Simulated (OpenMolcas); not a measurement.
# Pm³⁺ among point charges: CASSCF levels and susceptibility

Aim: the splitting of the states of Pm³⁺ in the field of 2 point charges, its lowest levels with spin-orbit coupling and its magnetic susceptibility.

Method: state-averaged CASSCF, spin-orbit coupling by RASSI with atomic mean-field integrals. Code: OpenMolcas 26.06.

## (1) What is computed

* Species: Pm³⁺ (promethium, Z = 61, 58 electrons)
* Basis: ANO-RCC-VDZP [7s6p4d2f1g], 68 functions
* Scalar Hamiltonian: DKH2, point nucleus
* Inactive shells: 1s 2s 2p 3s 3p 3d 4s 4p 4d 5s 5p
* Active space: 4 electrons in 7 orbitals (4f)
* Some configurations of this space: 4f⁴
* Orbitals: optimised for the highest spin of each parity, averaged over all roots

The outer shells:

4f4
```
4f [↑ ][↑ ][↑ ][↑ ][  ][  ][  ]
```

The ion sits among 2 point charges of -1 e arranged as a linear pair (D∞h), 2.71 Å from the ion.

The work runs as a chain of OpenMolcas steps in one folder; each step below is one input file. Labels, J, g values, rates, χT and fits are worked out afterwards by a script from the matrices that RASSI stores. The input lists half of the charges; inversion (Group=XYZ) makes the rest.

## (2) Basis and integrals

File a.inp:

```
&GATEWAY
Coord
1

Pm 0.0 0.0 0.0
Basis=ANO-RCC-VDZP
Group=XYZ
NoMove
AngMom=0.0 0.0 0.0
AMFI
XField
1 Angstrom 0
0.000000 0.000000 2.710000 -1.000000
&SEWARD
```

Started as:

```sh
$ OMP_NUM_THREADS=1 MOLCAS_MEM=2252 MOLCAS_PROJECT=a pymolcas a.inp > a.log
```

## (3) CASSCF: quintets of even parity, 35 roots

File a.inp:

```
&RASSCF
FileOrb=start.orb
Symmetry=1
Spin=5
nActEl=4 0 0
Inactive=15 12
Ras2=0 7
CIRoot=35 35 1
SDav=35
CIMx=300
Iter=120 100
PrWF=0.3
OrbListing=Nothing
MaxOrb=0
>>> COPY $Project.JobIph JOB001
```

start.orb holds the contracted functions of the basis, ordered by shell, or the orbitals of the step before.

## (4) Reference wave functions, triplets of even parity, 162 roots

File a.inp:

```
&RASSCF
FileOrb=start.orb
Symmetry=1
Spin=3
nActEl=4 0 0
Inactive=15 12
Ras2=0 7
CIRoot=162 162 1
SDav=210
CIMx=300
Iter=120 100
PrWF=0.3
OrbListing=Nothing
MaxOrb=0
CIOnly
>>> COPY $Project.JobIph JOB002
```

## (5) CASSCF: singlets of even parity, 162 roots

File a.inp:

```
&RASSCF
FileOrb=start.orb
Symmetry=1
Spin=1
nActEl=4 0 0
Inactive=15 12
Ras2=0 7
CIRoot=162 162 1
SDav=196
CIMx=300
Iter=120 100
PrWF=0.3
OrbListing=Nothing
MaxOrb=0
CIOnly
>>> COPY $Project.JobIph JOB003
```

## (6) State interaction with spin-orbit coupling

File a.inp:

```
&RASSI
NrOfJobIphs=3 33 106 31
1 2 3 4 5 6 7 8 9 10 11 12 13 14 15 16 17 18 19 20 21 22 23 24 25 26 27
28 29 30 31 32 33
1 2 3 4 5 6 7 8 9 10 11 12 13 14 15 16 17 18 19 20 21 22 23 24 25 26 27
28 29 30 31 32 33 34 35 36 37 38 39 40 41 42 43 44 45 46 47 48 49 50 51
52 53 54 55 56 57 58 59 60 61 62 63 64 65 66 67 68 69 70 71 72 73 74 75
76 77 78 79 80 81 82 83 84 85 86 87 88 89 90 91 92 93 94 95 96 97 98 99
100 101 102 103 104 105 106
1 2 3 4 5 6 7 8 9 10 11 12 13 14 15 16 17 18 19 20 21 22 23 24 25 26 27
28 29 30 31
IphNames
JOB001
JOB002
JOB003
EJob
SpinOrbit
DIPRint=1.0
SOCoupling=1000.0
Subsets=2
Property=9
'ANGMOM' 1 'ANGMOM' 2 'ANGMOM' 3 'MLTPL  1' 1 'MLTPL  1' 2 'MLTPL  1' 3
'AMFI' 1 'AMFI' 2 'AMFI' 3
SOProperty=3
'ANGMOM' 1 'ANGMOM' 2 'ANGMOM' 3
```

Q: Predict the outcome of this session. Wanted: spin-free ground state; first state of the same spin within the active space; lowest level; next level.

**Answer**, as computed:

```
                                            quantity                               value
                                              method                              CASSCF
                              spin-free ground state  5Sigma, 1-fold in its orbital part
first state of the same spin within the active space                    5Pi at 12.1 cm⁻¹
                                        lowest level                              1-fold
                                          next level                           20.5 cm⁻¹
                                         χT at 300 K                      0.99 cm³ K/mol
                           effective moment at 300 K                             2.82 μB
```

What this shows: The spin-free ground state (5Sigma) comes to 100 % from free-ion I terms and keeps the highest spin of the shell. The triplets, singlets rest on orbitals optimised for another spin in at least one step, which raises them against the optimised states. Not all states of the active space went into the spin-orbit step. High states of lower spin are left out of the spin-orbit mixing, and CASSCF puts spin-flip levels too high. This is an electrostatic model: the charges have no orbitals.
